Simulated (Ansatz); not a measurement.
LaIn, space group Pm-3m: a frozen displacement of one atom, run with Ansatz 0.2.0 through its Python package.

Script `push_lain.py`:
```python
"""Energy and force of LaIn as one atom is pushed off its site."""

import ansatz
from ase import Atoms
import numpy as np


def main() -> None:
    atoms = Atoms(
        ["La", "In"],
        scaled_positions=[
            (0.5, 0.5, 0.5),
            (0.0, 0.0, 0.0),
        ],
        cell=[
            (3.954077, 0.0, 0.0),
            (0.0, 3.954077, 0.0),
            (0.0, 0.0, 3.954077),
        ],
        pbc=True,
    )
    system = ansatz.Crystal.from_ase(atoms)

    inverse = np.linalg.inv(np.array(system.lattice.vectors))
    home = np.array(system.sites[0].position)
    values = np.linspace(-0.2, 0.2, 5)
    energies, pulls = [], []
    for shift in values:
        moved = system.move(0, to=home + shift * inverse[0])
        setup = (
            moved.calculation()
            .kpoints(7, center="monkhorst-pack")
            .occupations("Fermi-Dirac", width=0.2)
            .functional(ansatz.Functional.R2SCAN, dispersion="d3bjatm")
            .basis(450)
            .forces()
        )
        data = setup.run().report
        energies.append(data["free_energy_ev"])
        pulls.append(data["forces_ev_ang"][0][0])

    # the force is minus the slope of the free energy
    print("shift (A)   dE (eV)   force along x (eV/A)")
    for shift, e, f in zip(values, energies, pulls):
        print(f"{shift:8.3f} {e - energies[2]:10.5f} {f:12.4f}")
    print(f"stiffness from energies {2 * np.polyfit(values, energies, 2)[0]:.3f}, from forces {-np.polyfit(values, pulls, 1)[0]:.3f} eV/A^2")


if __name__ == "__main__":
    main()
```

How stiff is this displacement, and do energies and forces agree?

The curvature of the energy gives 2.500 eV/Å² and the slope of the force 2.518 eV/Å², a positive curvature.

The output:

```console
$ python push_lain.py
DeckWarning: basis.ecutwfc = 450 eV is below the records' recommended 500 eV, and the density's cutoff is lower with it unless basis.ecutrho_ratio is high enough to keep the records' density cutoff: compare with a run at a higher cutoff
shift (A)   dE (eV)   force along x (eV/A)
  -0.200    0.04992       0.5056
  -0.100    0.01235       0.2479
   0.000    0.00000       0.0000
   0.100    0.01235      -0.2479
   0.200    0.04992      -0.5056
stiffness from energies 2.500, from forces 2.518 eV/A^2
```
(Warnings from the package without file and line.)

Reading the output:
- The settings weren't tested for convergence.
- The cutoff lies under the one recommended for these potentials.
- Dispersion corrections can be off by several per cent in the lattices of metals, and by several GPa in the pressure at a fixed cell.
- For a metal this k-point mesh is coarse: on a finer one energies can move by several to tens of meV an atom and pressures by half a GPa or more, differences at one mesh by less.
- In a metal a curvature from energy changes of a few meV or less hangs on mesh and smearing, in size and even in sign.
- This cell is a computed structure, which may not be the phase found in nature.
- All periodic images of the atom move with it, so the curvature is one diagonal element of the zone-centre force constants and no normal mode; a positive value doesn't exclude soft modes in which several atoms move.
- The whole script took 47 s on 1 thread of Arm Neoverse V1, on a shared host, peak memory 0.55 GiB.

(Lines on the test bed's own set-up are left out of the output.)
